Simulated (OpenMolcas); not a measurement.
# Au⁵⁺ among point charges: CASSCF and CASPT2 levels and susceptibility

How does a field of 4 point charges split the states of Au⁵⁺, and what χT follows?

Program: OpenMolcas 26.06. Level of theory: state-averaged CASSCF and CASPT2, spin-orbit coupling by RASSI with atomic mean-field integrals. These are calculated values, not measurements, unless marked.

## Step 1: The atom as given

```
Species                           : Au⁵⁺ (gold, Z = 79, 74 electrons)
Basis                             : ANO-RCC-VDZP [7s6p4d2f], 59 functions
Scalar Hamiltonian                : DKH2, point nucleus
Inactive shells                   : 1s 2s 2p 3s 3p 3d 4s 4p 4d 4f 5s 5p
Active space                      : 6 electrons in 5 orbitals (5d)
Some configurations of this space : 5d⁶
Orbitals                          : optimised for each spin and parity, averaged over all roots
```

Outer shells as boxes (Hund's rule):

5d6
```
5d [↑↓][↑ ][↑ ][↑ ][↑ ]
```

The ion sits among 4 point charges of -2.5 e arranged as a square (D4h), 1.75 Å from the ion.

Each step is its own input file, run in one work folder so that later steps find the files of earlier ones. Labels, J, g values, rates, χT and fits are worked out afterwards by a script from the matrices that RASSI stores. The input lists half of the charges; inversion (Group=XYZ) makes the rest.

## Step 2: One- and two-electron integrals

File a.inp:

```
&GATEWAY
Coord
1

Au 0.0 0.0 0.0
Basis=ANO-RCC-VDZP
Group=XYZ
NoMove
AngMom=0.0 0.0 0.0
AMFI
XField
2 Angstrom 0
1.750000 0.000000 0.000000 -2.500000
0.000000 1.750000 0.000000 -2.500000
&SEWARD
```

Launch:

```
OMP_NUM_THREADS=1 MOLCAS_MEM=1689 MOLCAS_PROJECT=a pymolcas a.inp > a.log
```

## Step 3: Reference wave functions, quintets of even parity, 5 roots

File a.inp:

```
&RASSCF
FileOrb=start.orb
Symmetry=1
Spin=5
nActEl=6 0 0
Inactive=15 19
Ras2=5 0
CIRoot=5 5 1
SDav=5
CIMx=300
Iter=120 100
PrWF=0.3
OrbListing=Nothing
MaxOrb=0
>>> COPY $Project.JobIph JOB001
```

start.orb holds the contracted functions of the basis, ordered by shell, or the orbitals of the step before.

## Step 4: Reference wave functions, triplets of even parity, 45 roots

File a.inp:

```
&RASSCF
FileOrb=start.orb
Symmetry=1
Spin=3
nActEl=6 0 0
Inactive=15 19
Ras2=5 0
CIRoot=45 45 1
SDav=45
CIMx=300
Iter=120 100
PrWF=0.3
OrbListing=Nothing
MaxOrb=0
>>> COPY $Project.JobIph JOB002
```

## Step 5: Reference wave functions, singlets of even parity, 50 roots

File a.inp:

```
&RASSCF
FileOrb=start.orb
Symmetry=1
Spin=1
nActEl=6 0 0
Inactive=15 19
Ras2=5 0
CIRoot=50 50 1
SDav=50
CIMx=300
Iter=120 100
PrWF=0.3
OrbListing=Nothing
MaxOrb=0
>>> COPY $Project.JobIph JOB003
```

## Step 6: RASSI: spin-orbit coupling between the states

File a.inp:

```
&RASSI
NrOfJobIphs=3 5 45 50
1 2 3 4 5
1 2 3 4 5 6 7 8 9 10 11 12 13 14 15 16 17 18 19 20 21 22 23 24 25 26 27
28 29 30 31 32 33 34 35 36 37 38 39 40 41 42 43 44 45
1 2 3 4 5 6 7 8 9 10 11 12 13 14 15 16 17 18 19 20 21 22 23 24 25 26 27
28 29 30 31 32 33 34 35 36 37 38 39 40 41 42 43 44 45 46 47 48 49 50
IphNames
JOB001
JOB002
JOB003
EJob
SpinOrbit
DIPRint=1.0
SOCoupling=1000.0
Subsets=2
Property=9
'ANGMOM' 1 'ANGMOM' 2 'ANGMOM' 3 'MLTPL  1' 1 'MLTPL  1' 2 'MLTPL  1' 3
'AMFI' 1 'AMFI' 2 'AMFI' 3
SOProperty=3
'ANGMOM' 1 'ANGMOM' 2 'ANGMOM' 3
```

## Step 7: CASPT2: IPEA 0.25, imaginary shift 0.1 (closed shells correlated: 5s 5p)

File a.inp:

```
>>> COPY JOB001 $Project.JobIph
&CASPT2
Multistate=5 1 2 3 4 5
NoMult
Frozen=14 16
IPEA=0.25
Imaginary=0.1
MaxIter=60
WThr=0.0 0.3 0.05
PrWF=0.5
NoMix
>>> COPY JOB002 $Project.JobIph
&CASPT2
Multistate=45 1 2 3 4 5 6 7 8 9 10 11 12 13 14 15 16 17 18 19 20 21 22
23 24 25 26 27 28 29 30 31 32 33 34 35 36 37 38 39 40 41 42 43 44 45
NoMult
Frozen=14 16
IPEA=0.25
Imaginary=0.1
MaxIter=60
WThr=0.0 0.3 0.05
PrWF=0.5
NoMix
>>> COPY JOB003 $Project.JobIph
&CASPT2
Multistate=50 1 2 3 4 5 6 7 8 9 10 11 12 13 14 15 16 17 18 19 20 21 22
23 24 25 26 27 28 29 30 31 32 33 34 35 36 37 38 39 40 41 42 43 44 45 46
47 48 49 50
NoMult
Frozen=14 16
IPEA=0.25
Imaginary=0.1
MaxIter=60
WThr=0.0 0.3 0.05
PrWF=0.5
NoMix
```

(Steps that only read results are left out.)

Q: Predict the outcome of this session. Wanted: spin-free ground state; first state of the same spin within the active space; lowest level; next level.

**Answer**, as computed:

```
                                            quantity                                                                        value
                                              method  SS-CASPT2, IPEA 0.25, imaginary shift 0.1 (closed shells correlated: 5s 5p)
                              spin-free ground state                                              5A1, 1-fold in its orbital part
first state of the same spin within the active space                                                              5E at 9670 cm⁻¹
                                        lowest level                                                                    1-fold A1
                                          next level                                                                  2431.9 cm⁻¹
                                         χT at 300 K                                                               0.52 cm³ K/mol
                           effective moment at 300 K                                                                      2.03 μB
```

Cost by method:

| method | time of its own steps | time with the reference |
| --- | --- | --- |
| A. CASSCF | 28 s | 28 s |
| B. SS-CASPT2, IPEA 0.25, imaginary shift 0.1, +5s 5p | 8 s | 36 s |

Times are of one thread on a shared host.

What this shows: The spin-free ground state (5A1) comes to 100 % from free-ion D terms and keeps the highest spin of the shell. χT at 300 K is 0.52, against 3.01 cm³ K/mol for the spin alone, so spin-orbit coupling lowers it. An active space of the d shell alone favours high spin; real ions in strong fields can be low spin. The field of point charges can differ much from that of real complexes. With metal d orbitals alone active, the gaps between spin states are rough; where two lie within a few thousand cm-1, their order is open. Point charges carry no covalency, so the field is a model and not that of real ligands.
